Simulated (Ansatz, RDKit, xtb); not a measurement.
**C6H5B: which of the isomers drawn lies lowest?**

A sample of isomers of C6H5B is drawn. Aim: find which of them has the lowest free energy at 298.15 K, then its properties. The sample is small against all isomers, and the most stable one of this formula need not be in it.

The funnel: GFN2-xTB relaxations, single points with a density functional, relaxations at r2SCAN-D4/def2-SVP, harmonic vibrations (at GFN2-xTB), and a last energy at a higher level. All values are calculated.

## 1. Possible bonding patterns

Isomers were taken from a list of plausible structures; this is a sample, not all of them. That gives 3 candidates.

| label | SMILES | spin |
| --- | --- | --- |
| c078 | C#CB1C=CC=C1 | singlet |
| c789 | C#CC1=CBC=C1 | singlet |
| c873 | C#CC1=CC=CB1 | singlet |

Candidates are built by distance geometry, with a force field where one applies, in up to four conformers (letters a to d).

**Question.** With final energies at CCSD(T)/def2-SVP + MP2/def2-TZVPP - MP2/def2-SVP, which structure will this search put lowest in free energy, and by what margin?

| quantity | value |
| --- | --- |
| lowest structure found | C#CB1C=CC=C1, singlet |
| next finalist | C#CC1=CBC=C1, singlet, 12.2 kcal/mol higher in G |
| share at equilibrium, among the finalists | 100.0 % |

The lowest structure found is `C#CB1C=CC=C1`. The margin of 12.2 kcal/mol over the next finalist is beyond the usual error of the last level; it says nothing of structures that weren't ranked. HF/STO-3G, r2SCAN-D4/def2-SVP, r2SCAN-D4/def2-SVP, relaxed, HF/def2-SVP and MP2/def2-SVP already put its bonding pattern lowest among the structures in one piece; GFN2-xTB favours the singlet C#CC1=CBC=C1. Lowest found is not proven lowest: the search is finite, and each finalist counts with one conformer. Only 3 drawn patterns were tried, so whole families of isomers are missing, and the result ranks this sample alone. The lowest isomer need not be the one that is made and kept in a bottle, which depends on barriers.
